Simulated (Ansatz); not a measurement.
# Br3ClHf: the cost of one run

Computed with Ansatz 0.2.0, Gaussian basis. Level: one geometry, several basis sets.

Plan: PBE0-D4/def2-SVP; ωB97M-V/def2-SVP; PBE0-D4/def2-QZVPP; ωB97M-V/def2-QZVPP; the functionals' def2-TZVPP values are taken from earlier runs.

## Step 1: The relaxed structure

All runs share one geometry, relaxed beforehand with PBE0-D4 in a triple-zeta def2 set. Hf takes the def2 core potential; no spin-orbit term is included.

SMILES `[Cl][Hf]([Br])([Br])[Br]`, 5 atoms, charge 0, spin multiplicity 1.

Atoms are counted from 1 here; the program's logs count them from 0.

Bond lengths: Cl1–Hf2 2.313 Å, Hf2–Br3 2.470 Å, Hf2–Br4 2.470 Å, Hf2–Br5 2.470 Å. Angles: Cl1–Hf2–Br3 109.3°, Cl1–Hf2–Br4 109.3°, Cl1–Hf2–Br5 109.4°, Br3–Hf2–Br4 109.6°, Br3–Hf2–Br5 109.6°, Br4–Hf2–Br5 109.6°.

## Step 2: PBE0-D4 in def2-SVP

in.yaml

```yaml
crystal:
  periodic: [false, false, false]
  atoms:
    - {symbol: Cl, position_ang: [-0.685381, -0.259349, 2.214059]}
    - {symbol: Hf, position_ang: [0.001497, -0.017639, 0.018537]}
    - {symbol: Br, position_ang: [2.099322, -1.275287, -0.325569]}
    - {symbol: Br, position_ang: [-1.748181, -0.896670, -1.487208]}
    - {symbol: Br, position_ang: [0.382744, 2.375244, -0.461219]}
basis:
  gaussian: {orbitals: def2-SVP}
hamiltonian: {xc: pbe0, dispersion: d4}
output: {orbitals: {seedname: orbitals}}
```

The run is started by

```sh
ansatz run in.yaml --threads 4 --pin off --events-out ev --progress --plain --max-ram 11315MiB
```

What time and memory should one allow on 4 threads of Arm Neoverse V1, shared host?

About 3.3 s, with a peak of 0.46 GiB.
